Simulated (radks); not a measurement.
**Al⁴⁺ in [He] 2s2 2p5: an all-electron calculation**

An exercise on one series of results from a longer session: the logs are not shown, and one member is left open.

Method: scalar-relativistic Kohn-Sham, PBEsol, spin-polarised, spherical densities, finite nucleus; open shells are filled with parallel spins first. Code: radks (a radial shooting solver on a logarithmic mesh, Libxc functionals) version 1.

### What is computed

- element: aluminium (Z = 13)
- charge: +4
- electrons: 9
- configuration: [He] 2s2 2p5
- nuclear rms radius: 3.061 fm

Outer shells as boxes (Hund's rule):

Al⁴⁺
```
[He] core
2s [↑↓]
2p [↑↓][↑↓][↑ ]
```

The first run:

The run's settings:

```text
Z 13
configuration [He] 2s2 2p5 3s0 3p0 3d0
relativity scalar-relativistic
functional pbe_sol,pbe_sol
spin polarised
nucleus finite rms 3.061 fm
c 137.035999084
```

Run with:

```bash
> python run_ks.py task.json out
```

All runs below come from this command, one after another.

One table of the session follows, with a row left open; its other results are not shown here.

It belongs to the step «Radial structure». Sizes of the orbitals, from the radial functions (bohr):

| level | <r> | outermost maximum (interpolated) | 90 % within | nodes |
| --- | --- | --- | --- | --- |
| 1s up | 0.1203 | 0.0785 | 0.215 | 0 |
| 1s down | 0.1202 | 0.0784 | 0.215 | 0 |
| 2s up | ? | ? | ? | ? |
| 2s down | 0.6060 | 0.489 | 0.951 | 1 |
| 2p up | 0.5638 | 0.415 | 0.940 | 0 |
| 2p down | 0.5689 | 0.417 | 0.950 | 0 |
| 3s up | 1.799 | 1.62 | 2.64 | 2 |

**Question.** Estimate the row for 2s up.

**Answer.** <r>: 0.6028; outermost maximum (interpolated): 0.488; 90 % within: 0.945; nodes: 1. In the column «<r>» it lies between 2p down (0.5689) and 2s down (0.6060).

To keep in mind: Open shells are spherical and high-spin; term and fine-structure splittings are not resolved.
